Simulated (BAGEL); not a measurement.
**H2 (hydrogen): NEVPT2(2,2)/6-31G(d) (density fitting with cc-pvqz-jkfit, spherical functions)**

Aim: the vertical electron affinity of H2 (hydrogen) at NEVPT2(2,2)/6-31G* (density fitting with cc-pvqz-jkfit, spherical functions), from 2 runs. 

The calculation is run with BAGEL 1.2.2.

1 further run of the same task is left out (set aside as unsound or not needed).

**1. Starting point**

H2: 2 atoms, total charge 0, spin state singlet. SMILES: `[H][H]`. The coordinates come from a PBE0-D4/def2-TZVP relaxation.

Bond lengths: H1–H2 0.746 Å.

**2. The energy at NEVPT2(2,2)/6-31G(d) (density fitting with cc-pvqz-jkfit, spherical functions)**

nevpt2.json

```json
{ "bagel" : [

{
  "title" : "molecule",
  "basis" : "6-31gs.json",
  "df_basis" : "cc-pvqz-jkfit",
  "angstrom" : true,
  "geometry" : [
    { "atom" : "H", "xyz" : [    0.319300,   -0.099200,    0.165500 ] },
    { "atom" : "H", "xyz" : [   -0.319300,    0.099200,   -0.165500 ] }
  ]
},
{ "title" : "hf" },
{ "title" : "nevpt2", "nstate" : 1, "nact" : 2, "nclosed" : 0, "maxiter" : 200, "natocc" : true, "frozen" : false }

]}
```

The basis set 6-31G* is read from a file made from the Basis Set Exchange's data (not shown).

The run is started by

```sh
$ BAGEL_NUM_THREADS=1 BAGEL nevpt2.json > nevpt2.out
```

The program printed:

```text
* using 1 threads per process

  ===============================================================
  ===============================================================

  *** Geometry ***

  { "atom" : "H", "xyz" : [      0.603390,     -0.187461,      0.312750 ] },
  { "atom" : "H", "xyz" : [     -0.603390,      0.187461,     -0.312750 ] },

  Number of auxiliary basis functions:      102

  Since a DF basis is specified, we compute 2- and 3-index integrals:
    o Being stored without compression. Storage requirement is 0.000 GB

  Number of basis functions:        4
  Number of electrons      :        2

    * METHOD: MOLECULE                             0.01

  *** RHF ***

  === Nuclear Repulsion ===
     0.7092142410

      * DIIS with orbital gradients will be used.

  === RHF iteration (6-31gs.json) ===
      0         -1.12422489          0.03066100           0.00
      1         -1.12659068          0.00451055           0.00
      2         -1.12664316          0.00000721           0.00
      3         -1.12664316          0.00000653           0.00
      4         -1.12664316          0.00000073           0.00
      5         -1.12664316          0.00000108           0.00
      6         -1.12664316          0.00000000           0.00
    * SCF iteration converged.

    * Permanent dipole moment:
           (   -0.000000,     0.000000,    -0.000000) a.u.

    * METHOD: HF                                   0.01

  ---------------------------
      CASSCF calculation
  ---------------------------

    * nstate   :      1
    * nclosed  :      0
    * nact     :      2
    * nvirt    :      2
  === CASSCF iteration (6-31gs.json) ===

    * Using the second-order algorithm

      0  0        -1.13241837     1.31e-02      0.00

      1  0        -1.14361546     1.25e-02      0.00

      2  0        -1.14623981     2.68e-03      0.00

      3  0        -1.14630953     4.81e-04      0.00

      4  0        -1.14631133     7.49e-05      0.00

      5  0        -1.14631137     1.16e-05      0.00

      6  0        -1.14631137     1.79e-06      0.00

      7  0        -1.14631137     2.76e-07      0.00

      8  0        -1.14631137     4.26e-08      0.00

      9  0        -1.14631137     6.58e-09      0.00

    * Second-order optimization converged. *

     guess   0:   closed 1.                   open ..

  === FCI iteration ===

      0  0        -1.12650391     8.87e-02      0.00
      1  0 *      -1.14631137     8.23e-14      0.00

     * ci vector, state   0, <S^2> = 0.0000
       2.    -0.9938241820
       .2     0.1109661899

  === DF-NEVPT2 calculation ===

    * 3-index integral transformation done
    * assembly done

      NEVPT2 correlation energy:   -0.0031759469      0.00

          (+0)      0.0000000000
          (+0)'     0.0000000000
          (+1)      0.0000000000
          (+1)'     0.0000000000
          (+2)      0.0000000000
          (-1)      0.0000000000
          (-1)'     0.0000000000
          (-2)     -0.0031759469

      NEVPT2 total energy:         -1.1494873200

    * METHOD: NEVPT2                               0.01

  ===============================================================
```

Wall time 0.18 s (1 thread of Arm Neoverse V2, shared host).

**3. The doublet anion**

job.json

```json
{ "bagel": [

{
  "title": "molecule",
  "basis": "6-31gs.json",
  "df_basis": "cc-pvqz-jkfit",
  "angstrom": true,
  "geometry": [
    { "atom": "H", "xyz": [       0.319300,      -0.099200,       0.165500 ] },
    { "atom": "H", "xyz": [      -0.319300,       0.099200,      -0.165500 ] }
  ]
},

{ "title": "hf" },

{ "title": "casscf", "nstate": 1, "nact": 2, "nclosed": 0, "charge": -1, "nspin": 1, "maxiter": 200, "natocc": true },

{
  "title": "nevpt2",
  "nstate": 1,
  "nact": 2,
  "nclosed": 0,
  "charge": -1,
  "nspin": 1,
  "maxiter": 200,
  "natocc": true,
  "frozen": false
}

]}
```

The basis set 6-31G* is read from a file made from the Basis Set Exchange's data (not shown).

The run is started by

```sh
$ BAGEL_NUM_THREADS=1 BAGEL job.json > job.out
```

The program printed:

```text
* using 1 threads per process

  ===============================================================
  ===============================================================

  *** Geometry ***

  { "atom" : "H", "xyz" : [      0.603390,     -0.187461,      0.312750 ] },
  { "atom" : "H", "xyz" : [     -0.603390,      0.187461,     -0.312750 ] },

  Number of auxiliary basis functions:      102

  Since a DF basis is specified, we compute 2- and 3-index integrals:
    o Being stored without compression. Storage requirement is 0.000 GB

  Number of basis functions:        4
  Number of electrons      :        2

    * METHOD: MOLECULE                             0.01

  *** RHF ***

  === Nuclear Repulsion ===
     0.7092142410

      * DIIS with orbital gradients will be used.

  === RHF iteration (6-31gs.json) ===
      0         -1.12422489          0.03066100           0.00
      1         -1.12659068          0.00451055           0.00
      2         -1.12664316          0.00000721           0.00
      3         -1.12664316          0.00000653           0.00
      4         -1.12664316          0.00000073           0.00
      5         -1.12664316          0.00000108           0.00
      6         -1.12664316          0.00000000           0.00
    * SCF iteration converged.

    * Permanent dipole moment:
           (   -0.000000,     0.000000,    -0.000000) a.u.

    * METHOD: HF                                   0.01

  ---------------------------
      CASSCF calculation
  ---------------------------

    * nstate   :      1
    * nclosed  :      0
    * nact     :      2
    * nvirt    :      2
  === CASSCF iteration (6-31gs.json) ===

    * Using the second-order algorithm

      0  0        -0.88980244     1.20e-01      0.00

      1  0        -0.89613905     7.95e-04      0.00

      2  0        -0.89613932     1.90e-08      0.00

      3  0        -0.89613932     1.60e-09      0.00

    * Second-order optimization converged. *

     guess   0:   closed 1.                   open .1

  === FCI iteration ===

      0  0 *      -0.89613932     1.49e-13      0.00

     * ci vector, state   0, <S^2> = 0.7500
       2a     1.0000000000

    * METHOD: CASSCF                               0.01

  === DF-NEVPT2 calculation ===

    * 3-index integral transformation done
    * assembly done

      NEVPT2 correlation energy:   -0.0121780229      0.00

          (+0)      0.0000000000
          (+0)'     0.0000000000
          (+1)      0.0000000000
          (+1)'     0.0000000000
          (+2)      0.0000000000
          (-1)      0.0000000000
          (-1)'    -0.0023048622
          (-2)     -0.0098731607

      NEVPT2 total energy:         -0.9083173423

    * METHOD: NEVPT2                               0.00

  ===============================================================
```

It took 0.18 s on 1 thread of Arm Neoverse V2, shared host.

**4. Summary of results**

At NEVPT2(2,2)/6-31G* (density fitting with cc-pvqz-jkfit, spherical functions):

```
                                         quantity        value
                         singlet H2: total energy  -1.14949 Eh
                      doublet anion: total energy  -0.90832 Eh
vertical electron affinity (to the doublet anion)    -6.563 eV
```

What this shows: The anion lies 6.56 eV (151 kcal/mol) above the neutral: the electron isn't bound at this level, and such a value depends on the basis. Without diffuse functions anions come out too high.
